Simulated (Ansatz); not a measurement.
# KLiC4N6: the cost of one run

Computed with Ansatz 0.2.0 (DFT, PBE, plane-wave PAW, default files, scalar-relativistic, as far as a step names no other, unless a step's input says otherwise).

**1. The system as given**

It takes space group I4/mcm (No. 140, tetragonal). Conventional cell: a = 7.284 Å, b = 7.284 Å, c = 14.209 Å, α = 90.00°, β = 90.00°, γ = 90.00°. K (site symmetry 422) has 8 N at 3.05 Å as nearest neighbours. Li (site symmetry -42m) is surrounded by 4 N at 2.07 Å. Around C (site symmetry m) lie 2 N at 1.18 to 1.29 Å. Around N (site symmetry m2m) lie 2 C at 1.29 Å. Around N (site symmetry m) lie 1 C at 1.18 Å.

Structure file:

```
K Li C N
1.0
    -3.64207    3.64207    7.10467
     3.64207   -3.64207    7.10467
     3.64207    3.64207   -7.10467
K Li C N
2 2 8 12
Cartesian
  0.0000 0.0000 3.5523
  0.0000 0.0000 10.6570
  0.0000 3.6421 3.5523
  3.6421 0.0000 3.5523
  2.2010 1.4411 5.9564
  1.4411 2.2010 -1.1483
  5.0831 1.4411 -1.1483
  -1.4411 2.2010 5.9564
  1.4411 2.2010 1.1483
  2.2010 1.4411 8.2529
  -1.4411 2.2010 8.2529
  5.0831 1.4411 1.1483
  1.7793 1.8627 7.1047
  1.8627 1.7793 0.0000
  1.8627 -1.7793 7.1047
  1.7793 5.4214 0.0000
  2.5091 1.1329 4.8566
  4.7750 -1.1329 4.8566
  1.1329 4.7750 4.8566
  -1.1329 2.5091 4.8566
  1.1329 2.5091 2.2481
  -1.1329 4.7750 2.2481
  2.5091 -1.1329 2.2481
  4.7750 1.1329 2.2481
```

**2. Gradients at the starting positions**

input.yaml reads:

```yaml
crystal:
  lattice:
    - [-3.6420655, 3.6420655, 7.104669]
    - [3.6420655, -3.6420655, 7.104669]
    - [3.6420655, 3.6420655, -7.104669]
  atoms:
    - { symbol: K, position: [0.25, 0.25, 0.0] }
    - { symbol: K, position: [0.75, 0.75, 0.0] }
    - { symbol: Li, position: [0.75, 0.25, 0.5] }
    - { symbol: Li, position: [0.25, 0.75, 0.5] }
    - { symbol: C, position: [0.617024, 0.721354, 0.5] }
    - { symbol: C, position: [0.221354, 0.117024, 0.5] }
    - { symbol: C, position: [0.117024, 0.617024, 0.89567] }
    - { symbol: C, position: [0.721354, 0.221354, 0.10433] }
    - { symbol: C, position: [0.382976, 0.278646, 0.5] }
    - { symbol: C, position: [0.778646, 0.882976, 0.5] }
    - { symbol: C, position: [0.882976, 0.382976, 0.10433] }
    - { symbol: C, position: [0.278646, 0.778646, 0.89567] }
    - { symbol: "N", position: [0.755727, 0.744273, 0.5] }
    - { symbol: "N", position: [0.244273, 0.255727, 0.5] }
    - { symbol: "N", position: [0.255727, 0.755727, 0.011454] }
    - { symbol: "N", position: [0.744273, 0.244273, 0.988546] }
    - { symbol: "N", position: [0.497326, 0.686254, 0.5] }
    - { symbol: "N", position: [0.186254, 0.997326, 0.5] }
    - { symbol: "N", position: [0.997326, 0.497326, 0.811072] }
    - { symbol: "N", position: [0.686254, 0.186254, 0.188928] }
    - { symbol: "N", position: [0.502674, 0.313746, 0.5] }
    - { symbol: "N", position: [0.813746, 0.002674, 0.5] }
    - { symbol: "N", position: [0.002674, 0.502674, 0.188928] }
    - { symbol: "N", position: [0.313746, 0.813746, 0.811072] }
kpoints:
  mp_grid: { grid: [6, 6, 6] }
scf:
  occupations: { method: fermi_dirac, width: 0.02 }
hamiltonian:
  xc: pbe
  pseudopotentials: { kind: paw }
output:
  forces: true
  stress: true
  populations: true
  efg:
    quadrupole_moments_barn: { K: 0.0603, Li: -0.0401, "N": 0.02044 }
    contact_densities: true
```

Command:

```
$ ansatz run input.yaml --threads 1 --pin off --max-ram 2560MiB --backend cpu --events-out ev --progress --plain --runs-dir out
```

Q: Estimate wall time and peak memory on 1 thread of Intel Xeon Platinum 8488C (Sapphire Rapids), shared host.

About 92 s, with a peak of 1.1 GiB.
